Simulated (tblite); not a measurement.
# C3H7AsSi: the cost of one run

The runs use tblite 0.8.0 and PySCF 2.14.0, with density-fitted response routines of our own; the level of theory stands in each step. All values are computed, except where a source is named. Atoms count from 0, in the outputs and in this text.

**1. Starting geometry**

12 atoms, charge 0, multiplicity 1; geometry from: force field or distance geometry start.

Bonds of the start (Å): C0–C1 1.21, C1–C2 1.48, C2–Si3 1.86, Si3–As4 2.31, C0–H5 1.05, C2–H6 1.12, C2–H7 1.10, Si3–H8 1.47, Si3–H9 1.47, As4–H10 1.58, As4–H11 1.57.

**2. Geometry optimisation with GFN2-xTB**

Job settings and geometry (Å):

```
{"job": {"kind": "relax", "xc": "GFN2-xTB", "basis": "xTB"}, "charge": 0, "multiplicity": 1}
C      2.325300     1.539900    -0.258300
C      1.549900     0.629500    -0.431300
C      0.634400    -0.515600    -0.600100
Si    -0.420200    -0.754800     0.914600
As    -2.577100    -0.147400     0.359200
H      2.974500     2.352400    -0.100200
H     -0.006000    -0.258900    -1.484800
H      1.219600    -1.431000    -0.759300
H      0.048100     0.231500     1.901600
H     -0.305600    -2.140400     1.398700
H     -2.491100     1.392800     0.007500
H     -2.950600    -0.898700    -0.973600
```

The run is started by

```
$ OMP_NUM_THREADS=1 python probes_run.py task.json out
```

The driver reads the jobs from task.json and runs them one after another.

**Question.** How long does this first job take on 1 thread of Intel Xeon at 2.50GHz, shared host, and how much memory does it need?

About 2.8 s, with a peak of 0.18 GiB.
